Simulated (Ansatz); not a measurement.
# SiHBrO: single points off equilibrium

A test off equilibrium: a structure displaced at random from a GFN2-xTB minimum is computed at several levels, and each is set against CCSD(T).

Computed with Ansatz 0.2.0, Gaussian basis. Level: single points in def2-TZVPP.

Correlated methods freeze the cores. Filled d shells of the heavier atoms are correlated.

## 1. The starting structure

4 atoms, charge 0, spin multiplicity 1.

Atoms are counted from 1 here; the program's logs count them from 0.

Bond lengths: O1–Si2 1.439 Å, Si2–Br3 2.289 Å, Si2–H4 1.600 Å. Angles: O1–Si2–Br3 118.4°, O1–Si2–H4 138.1°, Br3–Si2–H4 103.5°.

Geometry (Å):

```
O     0.1250   -1.2299    1.1281
Si    0.2127   -0.1707    0.1586
Br   -1.7266    0.8186   -0.5490
H     1.3413    0.5517   -0.7166
```

## 2. CCSD(T)/def2-TZVPP

Input file run/in.yaml:

```yaml
crystal:
  periodic: [false, false, false]
  atoms:
    - {symbol: O, position_ang: [0.125000, -1.229900, 1.128100]}
    - {symbol: Si, position_ang: [0.212700, -0.170700, 0.158600]}
    - {symbol: Br, position_ang: [-1.726600, 0.818600, -0.549000]}
    - {symbol: H, position_ang: [1.341300, 0.551700, -0.716600]}
basis:
  gaussian: {orbitals: def2-TZVPP}
correlation: {method: ccsd_t}
output: {forces: true}
```

The command line of these runs was not kept.

## 3. PBE0-D4/def2-TZVPP

run/in.yaml, as its differences from that of step 2:

```diff
@@ -9,3 +9,3 @@
   gaussian: {orbitals: def2-TZVPP}
-correlation: {method: ccsd_t}
-output: {forces: true}
+hamiltonian: {xc: pbe0, dispersion: d4}
+output: {forces: true, orbitals: {seedname: orbitals}}
```

## 4. wB97M-V/def2-TZVPP

run/in.yaml, as its differences from that of step 3:

```diff
@@ -9,3 +9,3 @@
   gaussian: {orbitals: def2-TZVPP}
-hamiltonian: {xc: pbe0, dispersion: d4}
-output: {forces: true, orbitals: {seedname: orbitals}}
+hamiltonian: {xc: {name: wB97M-V}}
+output: {forces: true}
```

## 5. r2SCAN-D4/def2-TZVPP

run/in.yaml, as its differences from that of step 4:

```diff
@@ -9,3 +9,3 @@
   gaussian: {orbitals: def2-TZVPP}
-hamiltonian: {xc: {name: wB97M-V}}
+hamiltonian: {xc: r2scan, dispersion: d4}
 output: {forces: true}
```

## 6. PBE-D4/def2-TZVPP

run/in.yaml, as its differences from that of step 5:

```diff
@@ -9,3 +9,3 @@
   gaussian: {orbitals: def2-TZVPP}
-hamiltonian: {xc: r2scan, dispersion: d4}
+hamiltonian: {xc: pbe, dispersion: d4}
 output: {forces: true}
```

## 7. B97M-V/def2-TZVPP

run/in.yaml, as its differences from that of step 6:

```diff
@@ -9,3 +9,3 @@
   gaussian: {orbitals: def2-TZVPP}
-hamiltonian: {xc: pbe, dispersion: d4}
+hamiltonian: {xc: {name: B97M-V}}
 output: {forces: true}
```

## 8. LC-wPBE/def2-TZVPP

run/in.yaml, as its differences from that of step 7:

```diff
@@ -9,3 +9,3 @@
   gaussian: {orbitals: def2-TZVPP}
-hamiltonian: {xc: {name: B97M-V}}
+hamiltonian: {xc: {name: LC-wPBE}}
 output: {forces: true}
```

(Steps that only read results are left out.)

What does the calculation give? Wanted: energy less free atoms, CCSD(T)/def2-TZVPP; RMS force component; RMS force error; HOMO and LUMO, PBE0-D4; T1 diagnostic.

As calculated:

```
                                  quantity                                                                                          value
energy less free atoms, CCSD(T)/def2-TZVPP                                                                                 -1198.1 kJ/mol
                       RMS force component                                                           2.529 to 2.940 eV/Å over the methods
                           RMS force error  PBE0-D4 0.271, wB97M-V 0.248, r2SCAN-D4 0.151, PBE-D4 0.216, B97M-V 0.347, LC-wPBE 0.369 eV/Å
                    HOMO and LUMO, PBE0-D4                                                                             -8.89 and -2.15 eV
                             T1 diagnostic                                                                                          0.014
```

What this shows: Against CCSD(T) the functionals' energies less atoms differ by -84.0 to -18.6 kJ/mol, PBE-D4 by -84.0 kJ/mol. The reference is not at the basis limit: in triple zeta CCSD(T) underbinds, which counts against methods that bind more; the gaps are no ranking. On forces the order runs from r2SCAN-D4 to LC-wPBE. Frozen-core CCSD(T) forces in triple zeta carry basis errors of their own, and this is one geometry, so small gaps rank nothing.
